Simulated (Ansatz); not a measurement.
Consider a scan of the energy under strain of CsH, space group Fm-3m (Ansatz 0.2.0, Python API).

`strain.py`:
```python
import ansatz as az
import numpy as np

VECTORS = np.array([
    [0.0, 3.188, 3.188],
    [3.188, 0.0, 3.188],
    [3.188, 3.188, 0.0],
])
SITES = [
    ('Cs', (0.0, 0.0, 0.0)),
    ('H', (0.5, 0.5, 0.5)),
]


def make_crystal(cell):
    crystal = az.Crystal(lattice=az.Lattice.of(cell))
    for symbol, position in SITES:
        crystal = crystal.atom(symbol, position)
    return crystal


def main() -> None:
    values = np.linspace(-0.05, 0.05, 7)
    energies = []
    for d in values:
        strain = np.array([[0, d / 2, 0], [d / 2, 0, 0], [0, 0, 0]])
        cell = VECTORS @ (np.eye(3) + strain)
        model = (
            make_crystal(cell).calculation()
            .functional(az.Functional.LDA)
            .scf(tolerance=1e-08)
            .occupations('gaussian', width=0.05)
            .basis(520)
            .kpoints(5, 5, 5)
        )
        r = model.run().report
        energies.append(r['free_energy_ev'] / len(SITES))
        print(f'd = {d:+.4f}  F = {energies[-1]:.5f} eV/atom')
    energies = np.array(energies)

    for value, e in zip(values, energies):
        print(f'strain {value:7.3f}   E - Emin = {1000 * (e - energies.min()):9.3f} meV/atom')
    curvature = 2 * np.polyfit(values, energies, 3)[1]
    volume = abs(np.linalg.det(VECTORS)) / len(SITES)
    print(f'd2E/dd2 over the volume: {curvature / volume * 160.21766:.1f} GPa')


if __name__ == '__main__':
    main()
```

How much energy does this shear strain cost, and what curvature follows?

Against the unstrained cell the energy per atom changes by +1.23 meV at one end of the scan and +1.23 meV at the other, and its second derivative over the volume is 4.8 GPa.

The output:

```console
$ python strain.py
d = -0.0500  F = -2760.44520 eV/atom
d = -0.0333  F = -2760.44588 eV/atom
d = -0.0167  F = -2760.44629 eV/atom
d = +0.0000  F = -2760.44642 eV/atom
d = +0.0167  F = -2760.44629 eV/atom
d = +0.0333  F = -2760.44588 eV/atom
d = +0.0500  F = -2760.44520 eV/atom
strain  -0.050   E - Emin =     1.225 meV/atom
strain  -0.033   E - Emin =     0.544 meV/atom
strain  -0.017   E - Emin =     0.135 meV/atom
strain   0.000   E - Emin =     0.000 meV/atom
strain   0.017   E - Emin =     0.135 meV/atom
strain   0.033   E - Emin =     0.544 meV/atom
strain   0.050   E - Emin =     1.225 meV/atom
d2E/dd2 over the volume: 4.8 GPa
```

Notes:
- Total energies depend on the potentials; only differences at equal settings carry meaning.
- The curvature belongs to this strain pattern and to the cell's stress; it equals a single elastic constant only for simple patterns.
- The starting cell is as deposited in a crystallographic database; the results hold for this polymorph, which needn't be the stable one.
- The ions keep their fractional positions (clamped ions).
- It ran for 8.6 s on 1 thread of Arm Neoverse V1, with other jobs on the host, peak memory 0.37 GiB.

(Lines on the test bed's own set-up are left out of the output.)
